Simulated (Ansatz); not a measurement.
# Pd: the cost of one run

Computed with Ansatz 0.2.0 (DFT PBE, scalar-relativistic, plane waves, PAW, unless a step's input says otherwise).

### Step 1. The system as given

It takes space group Fm-3m (No. 225, cubic). Conventional cell: a = 3.890 Å, b = 3.890 Å, c = 3.890 Å, α = 90.00°, β = 90.00°, γ = 90.00°. Around Pd (site symmetry m-3m) lie 12 Pd at 2.75 Å.

Structure file:

```xyz
1
Lattice="0.0000 1.9450 1.9450 1.9450 0.0000 1.9450 1.9450 1.9450 0.0000" Properties=species:S:1:pos:R:3 pbc="T T T"
Pd    0.0000    0.0000    0.0000
```

### Step 2. Relaxing cell and atoms: Pd, no spin

input.yaml

```yaml
crystal:
  lattice:
    - [0.0, 1.945, 1.945]
    - [1.945, 0.0, 1.945]
    - [1.945, 1.945, 0.0]
  atoms:
    - { symbol: Pd, position: [0.0, 0.0, 0.0] }
scf:
  occupations: { method: gaussian, width: 0.1 }
output:
  forces: true
  stress: true
  eigenvalues: true
  write_density: true
  write_potential: true
  elf: true
  volumetric_format: npy
kpoints:
  mp_grid: { grid: [56, 56, 56] }
hamiltonian:
  xc: pbe
relax:
  f_tol: 0.003
  max_steps: 60
  cell: { stress_tol: 0.02 }
```

Launch:

```
$ ansatz run input.yaml --threads 8 --pin off --max-ram 24576MiB --backend cpu --events-out ev --progress --plain --runs-dir out
```

What time and memory should one allow on 8 threads of Arm Neoverse V1, shared host?

About 51 s, with a peak of 1.3 GiB.
